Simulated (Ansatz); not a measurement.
**USVWN5/6-31G(d) (spherical functions) run of C2HF2Ge (SMILES C#[C][Ge]([F])[F])**

Aim: the vertical ionisation energy of C2HF2Ge at USVWN5/6-31G* (spherical functions), from 2 runs. 

The calculation is run with Ansatz 0.2.0.

69 further runs of the same task are left out: 69 set aside as unsound or not needed.

## (1) The structure to begin with

C2HF2Ge: 6 atoms, total charge 0, spin state doublet. SMILES: `C#[C][Ge]([F])[F]`. The coordinates come from a PBE0-D4/def2-TZVP relaxation.

Bond lengths: C1–C2 1.206 Å, C2–Ge3 1.892 Å, Ge3–F4 1.728 Å, Ge3–F5 1.728 Å, C1–H6 1.067 Å. Angles: C1–C2–Ge3 171.1°, C2–Ge3–F4 108.5°, C2–Ge3–F5 108.5°, F4–Ge3–F5 104.7°, C2–C1–H6 178.2°.

## (2) The energy at USVWN5/6-31G(d) (spherical functions)

File run.yaml:

```yaml
crystal:
  periodic: [false, false, false]
  atoms:
    - symbol: C
      position_ang: [-0.190100, 0.518400, 1.692900]
    - symbol: C
      position_ang: [-0.131400, 0.204200, 0.530300]
    - symbol: Ge
      position_ang: [-0.289600, -0.139700, -1.323100]
    - symbol: F
      position_ang: [-0.276600, -1.850600, -1.565100]
    - symbol: F
      position_ang: [1.142900, 0.424100, -2.108200]
    - symbol: H
      position_ang: [-0.213200, 0.779700, 2.727000]
basis:
  gaussian:
    orbitals: 6-31G_st_-spherical.json
magnetization:
  spin_polarized: true
  initial_magnetization: 1
output: {orbitals: {seedname: orbitals}}
accuracy: high
hamiltonian:
  xc: {name: SVWN5}
```

The basis set 6-31G* is read from a file made from the Basis Set Exchange's data (not shown).

Command:

```console
$ ansatz run run.yaml --threads 1 --pin off --max-ram 3480MiB --events-out events.jsonl --progress --plain --runs-dir runs
```

Standard output:

```text
Warning: RAYON_NUM_THREADS=1 ignored (pool sized by the plan → 1); use --threads N
Functional definition: SVWN5
  name "SVWN5"
  exchange = slater_x
  correlation = vwn5_c
1871 factors; integrals over basis functions are off by at most 9.0e-9 eV
mean field evaluation 1: about -63885.7505 eV, gradient 4.3e1 eV
mean field evaluation 2: about -63857.2401 eV, gradient 8.5e1 eV
mean field evaluation 4: about -63892.4117 eV, gradient 1.4e1 eV
mean field evaluation 8: about -63893.4039 eV, gradient 3.7e-1 eV
mean field evaluation 16: about -63893.4020 eV, gradient 3.3e-4 eV
mean field -63893.40200591 eV, -2348.0392152138 hartree, gradient 1.9e-8 eV, S^2 0.750765; 0 other end points of the search recorded, 0 dependent functions left out
reference -63893.40200939 eV, -2348.0392153417 hartree; 32, 31 occupied and 58, 59 virtual orbitals, 1871 factors
Total energy: -63893.40200939 eV, -2348.0392153417 hartree
```

Wall time 6 s (1 thread of Arm Neoverse V2, shared host); peak memory 0.24 GiB.

## (3) The singlet cation at the same level

File run.yaml:

```yaml
crystal:
  periodic: [false, false, false]
  atoms:
    - {symbol: C, position_ang: [-0.190100, 0.518400, 1.692900]}
    - {symbol: C, position_ang: [-0.131400, 0.204200, 0.530300]}
    - {symbol: Ge, position_ang: [-0.289600, -0.139700, -1.323100]}
    - {symbol: F, position_ang: [-0.276600, -1.850600, -1.565100]}
    - {symbol: F, position_ang: [1.142900, 0.424100, -2.108200]}
    - {symbol: H, position_ang: [-0.213200, 0.779700, 2.727000]}
basis:
  gaussian: {orbitals: 6-31G_st_-spherical.json}
total_charge: 1
hamiltonian: {xc: {name: SVWN5}}
accuracy: high
output: {orbitals: {seedname: orbitals}}
```

The basis set 6-31G* is read from a file made from the Basis Set Exchange's data (not shown).

Command:

```console
$ ansatz run run.yaml --threads 1 --pin off --max-ram 3480MiB --events-out events.jsonl --progress --plain --runs-dir runs
```

Standard output:

```text
Warning: RAYON_NUM_THREADS=1 ignored (pool sized by the plan → 1); use --threads N
[... 4 set-up lines as earlier in the session ...]
1872 factors; integrals over basis functions are off by at most 9.0e-9 eV
mean field evaluation 1: about -63865.0448 eV, gradient 9.8e1 eV
mean field evaluation 2: about -63761.9760 eV, gradient 2.5e2 eV
mean field evaluation 4: about -63877.0813 eV, gradient 5.1e1 eV
mean field evaluation 8: about -63883.9124 eV, gradient 3.6e-1 eV
mean field evaluation 16: about -63883.9099 eV, gradient 8.0e-4 eV
mean field evaluation 32: about -63883.5561 eV, gradient 9.3e0 eV
mean field -63883.90993847 eV, -2347.6903881695 hartree, gradient 1.4e-8 eV, S^2 0.000000; 2 other end points of the search recorded, 0 dependent functions left out
reference -63883.90994212 eV, -2347.6903883034 hartree; 31, 31 occupied and 59, 59 virtual orbitals, 1872 factors
Total energy: -63883.90994212 eV, -2347.6903883034 hartree
```

It took 4.8 s on 1 thread of Arm Neoverse V2, shared host; peak memory 0.21 GiB.

## (4) Summary of results

At USVWN5/6-31G* (spherical functions):

```
                                           quantity           value
                      doublet C2HF2Ge: total energy  -2348.03922 Eh
doublet C2HF2Ge: HOMO energy (highest over α and β)        -6.06 eV
 doublet C2HF2Ge: LUMO energy (lowest over α and β)        -5.10 eV
                              doublet C2HF2Ge: ⟨S²⟩           0.751
                       singlet cation: total energy  -2347.69039 Eh
                        singlet cation: HOMO energy       -13.97 eV
                        singlet cation: LUMO energy       -12.87 eV
                      singlet cation: HOMO–LUMO gap         1.10 eV
 vertical ionisation energy (to the singlet cation)        9.492 eV
```

The vertical ionisation energy comes to 9.49 eV (219 kcal/mol). Only the singlet of the ionised species was computed; a triplet could lie lower.
